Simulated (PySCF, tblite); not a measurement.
# C₄H₇BCl₂O₂: geometry, infrared bands and NMR shifts

What infrared bands and NMR shifts should C₄H₇BCl₂O₂ (`CCC(=O)OCB(Cl)Cl`) show?

Programs: tblite 0.8.0 and PySCF 2.14.0, with density-fitted response routines of our own. Each step states its level of theory. These are calculated values for one molecule in the gas phase, unless marked as measured. Atoms count from 0, in the outputs and in this text.

### 1 Starting geometry

16 atoms, charge 0, multiplicity 1; geometry from: force field or distance geometry start.

Bonds of the start (Å): C0–C1 1.53, C1–C2 1.51, C2–O3 1.27, C2–O4 1.39, O4–C5 1.42, C5–B6 1.59, B6–Cl7 1.84, B6–Cl8 1.85, C0–H9 1.11, C0–H10 1.12, C0–H11 1.11, C1–H12 1.11, C1–H13 1.10, C5–H14 1.12, C5–H15 1.10.

### 2 Relaxing the molecule with GFN2-xTB

The job: settings as JSON, then the geometry in Å.

```
{"job": {"kind": "relax", "xc": "GFN2-xTB", "basis": "xTB"}, "charge": 0, "multiplicity": 1}
C     -2.461500     0.073500     0.625700
C     -1.781600    -0.047100    -0.734200
C     -0.399100     0.545000    -0.667600
O     -0.237700     1.758800    -1.019200
O      0.659400    -0.221300    -0.193600
C      1.978500     0.291300    -0.096000
B      2.935700    -0.833500     0.486800
Cl     4.376300    -1.440700    -0.490600
Cl     2.618000    -1.541400     2.166300
H     -1.891300    -0.453400     1.415600
H     -3.484900    -0.379100     0.567700
H     -2.579100     1.143500     0.907800
H     -1.701600    -1.124200    -0.987500
H     -2.379600     0.459000    -1.505300
H      1.994400     1.173600     0.595300
H      2.346500     0.604900    -1.082600
```

Started as:

```console
$ OMP_NUM_THREADS=1 python probes_run.py task.json out
```

One launch serves the whole session: the jobs run in the order shown.

**Question.** This job is followed by: GFN2-xTB harmonic vibrations, gas phase; GIAO PBE0/pcSseg-1 NMR shielding, non-relativistic, gas phase. What will the session give for the following? strongest single infrared mode (GFN2-xTB); zero-point energy (GFN2-xTB); 13C shifts against TMS (PBE0/pcSseg-1); 1H shifts against TMS (PBE0/pcSseg-1); 17O shifts against H2O (PBE0/pcSseg-1); 11B shifts against BF3·OEt2 (PBE0/pcSseg-1); 35Cl shifts against HCl (PBE0/pcSseg-1).

As calculated:

```
                                   quantity                                         value
  strongest single infrared mode (GFN2-xTB)                         1558 cm⁻¹, 451 km/mol
               zero-point energy (GFN2-xTB)                                 70.5 kcal/mol
     13C shifts against TMS (PBE0/pcSseg-1)                    195.9, 80.4, 28.5, 9.7 ppm
      1H shifts against TMS (PBE0/pcSseg-1)  4.23, 4.20, 2.60, 2.58, 1.70, 1.25, 1.12 ppm
     17O shifts against H2O (PBE0/pcSseg-1)                              335.4, 253.3 ppm
11B shifts against BF3·OEt2 (PBE0/pcSseg-1)                                      10.4 ppm
    35Cl shifts against HCl (PBE0/pcSseg-1)                                    99, 97 ppm
```

**Reading.** Relaxing lowered the energy by 1.641 eV in 201 steps; the close pair that moved most is O3–B6, from 4.366 to 1.573 Å. No mode is imaginary among the 42: a minimum at this level. The strongest single mode, at 1558 cm⁻¹, moves mainly C2. Unscaled tight-binding wavenumbers are off by several per cent, some by more. Its intensities can rank the bands wrongly. The structure rearranged or came apart on optimisation; the results belong to the end geometry, not to the formula as drawn. Shifts at one fixed geometry are not the observed spectrum, which averages over the motion. At PBE0/pcSseg-1: The widest tensor belongs to O3: span 421 ppm, with a paramagnetic part of -403 ppm.
